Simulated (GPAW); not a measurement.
Wanted: an ASE script for a GPAW 26.7.0 run.

* Task: single point
* Functional: PBE
* Potentials or basis: GPAW PAW data sets (gpaw-data 1.2.1)
* Cutoff: 450 eV
* Basis: pw
* k mesh: 7 × 7 × 7
* Occupations: fermi-dirac, width 0.05 eV
* Spin: no spin polarisation
* Maxiter: 120
* Convergence: default

GaGe:

```
CELL_PARAMETERS angstrom
0.00000 2.89784 2.89784
2.89784 0.00000 2.89784
2.89784 2.89784 0.00000
ATOMIC_POSITIONS crystal
Ge 0.00000 0.00000 0.00000
Ga 0.25000 0.25000 0.25000
```

The cell comes from a database or a generator and needn't be the stable form of this composition.

These files were run (other wordings do the same):

run.py

```python
from ase import Atoms
from ase.dft.bandgap import bandgap
from ase.io import write
from ase.units import GPa
from gpaw import GPAW, PW

atoms = Atoms(['Ge', 'Ga'],
              cell=[[0.0, 2.897844, 2.897844],
                    [2.897844, 0.0, 2.897844],
                    [2.897844, 2.897844, 0.0]],
              scaled_positions=[[0.0, 0.0, 0.0],
                                [0.25, 0.25, 0.25]],
              pbc=True)

calc = GPAW(mode=PW(450),
            xc='PBE',
            kpts={'size': (7, 7, 7), 'gamma': True},
            occupations={'name': 'fermi-dirac', 'width': 0.05},
            nbands=11,
            maxiter=120,
            txt='gpaw.txt')
atoms.calc = calc
energy = atoms.get_potential_energy()
forces = atoms.get_forces()
stress = atoms.get_stress()
calc.write('gs.gpw')
write('result.traj', atoms)
print(f'Energy: {energy:.6f} eV')
print('Forces (eV/A):')
print(forces.round(4))
print('Stress (GPa):', (stress / GPa).round(3))
print('Fermi level:', round(calc.get_fermi_level(), 4), 'eV')
print(f'Gap: {bandgap(calc)[0]:.4f} eV, direct: {bandgap(calc, direct=True)[0]:.4f} eV')
```

Potentials or basis: GPAW PAW data sets (gpaw-data 1.2.1), pw.

Launch:

```console
$ OMP_NUM_THREADS=1 python run.py
```

It gave:

The pressure is 0.8 GPa. The band gap on the k mesh is none (metal or under the smearing width).

Caveat: the cutoff is short for stress and forces, so pressures can be off by a GPa or more.

Wall time 3.4 s on 1 thread of Intel(R) Xeon(R) 6975P-C (Granite Rapids) (shared host), peak memory 0.14 GiB.
